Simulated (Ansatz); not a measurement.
Rb3NaH4, space group Pm-3m, a run that restarts from a saved state

Program: the Python package of Ansatz (0.2.0).

Script `restart_rb3nah4.py`:
```python
"""Two stages for Rb3NaH4: converge the density, then read it back for bands."""

import argparse
import logging
import sys
import warnings

import ansatz as az

logging.basicConfig(stream=sys.stdout, format="%(levelname)s %(message)s")
logger = logging.getLogger("ansatz_job")
logger.setLevel(logging.INFO)

params = {
    "functional": "lda",
    "filling": "fixed",
    "max_scf": 100,
    "n_empty": 6,
    "mixing_beta": 0.2,
}

warnings.simplefilter("ignore", az.DeckWarning)

rb3nah4 = (
    az.Lattice.of((5.844031, 0.0, 0.0), (0.0, 5.844031, 0.0), (0.0, 0.0, 5.844031))
    .atom("Rb", (0.0, 0.0, 0.5))
    .atom("Rb", (0.0, 0.5, 0.0))
    .atom("Rb", (0.5, 0.0, 0.0))
    .atom("Na", (0.5, 0.5, 0.5))
    .atom("H", (0.5, 0.5, 0.0))
    .atom("H", (0.5, 0.0, 0.5))
    .atom("H", (0.0, 0.5, 0.5))
    .atom("H", (0.0, 0.0, 0.0))
)

parser = argparse.ArgumentParser()
parser.add_argument("stage", choices=["scf", "bands"])
stage = parser.parse_args().stage
base = rb3nah4.calculation()
base = base.functional(params["functional"])
base = base.occupations(params["filling"])
base = base.kpoints(2, shift=0.5)
base = base.scf(max_iterations=params["max_scf"], extra_bands=params["n_empty"], lower_state_search="off", algorithm="density_mixing")
base = base.mixing("msr1", ndim=6, beta=params["mixing_beta"]).basis(20 * az.Ha)
if stage == "scf":
    data = base.checkpoint(write="state").run(threads=1, pin="off").report
    logger.info(f"F = {data['free_energy_ev']:.5f} eV after {data['n_iterations']} iterations, saved")
else:
    points = {"G": (0.0, 0.0, 0.0), "X": (0.0, 0.5, 0.0), "M": (0.5, 0.5, 0.0), "R": (0.5, 0.5, 0.5)}
    res = base.checkpoint(read="state", post_process_only=True).band_structure(list(points.values()), intervals=1).run(threads=1, pin="off")
    bands = res.band_structure()
    for label, levels in zip(points, bands.channels[0].eigenvalues_ev - bands.fermi_energy_ev):
        print(f"{label:3s}", " ".join(f"{e:7.3f}" for e in levels if abs(e) < 6))
```

```console
$ python restart_rb3nah4.py scf
INFO F = -11042.47992 eV after 7 iterations, saved
```

```console
$ python restart_rb3nah4.py bands
G    -1.887  -0.478  -0.273  -0.273   4.973   4.973   4.973   5.163   5.163   5.163
X    -0.931  -0.913  -0.099   0.159   4.420   4.420   4.873   5.272   5.693   5.764
M    -0.319  -0.319  -0.068   0.135   3.428   4.300   4.300   4.332   4.929   5.492
R     0.166   0.166   0.166   0.613   1.919   3.371   3.371   3.371
```

Reading the output:
- These settings explore the input space; cutoff and mesh may be short of convergence.
- The computed bands are complete only to about 5.3 eV above the Fermi level.
- The k-point mesh is coarse, and energy and stress weren't tested for convergence.
- This cell is a computed structure, which may not be the phase found in nature.
- Gaps and levels are Kohn-Sham values on a finite set of k-points, without spin-orbit coupling.
- The whole script took 3.1 s on 1 thread of Arm Neoverse V1 (shared host), peak memory 0.38 GiB.
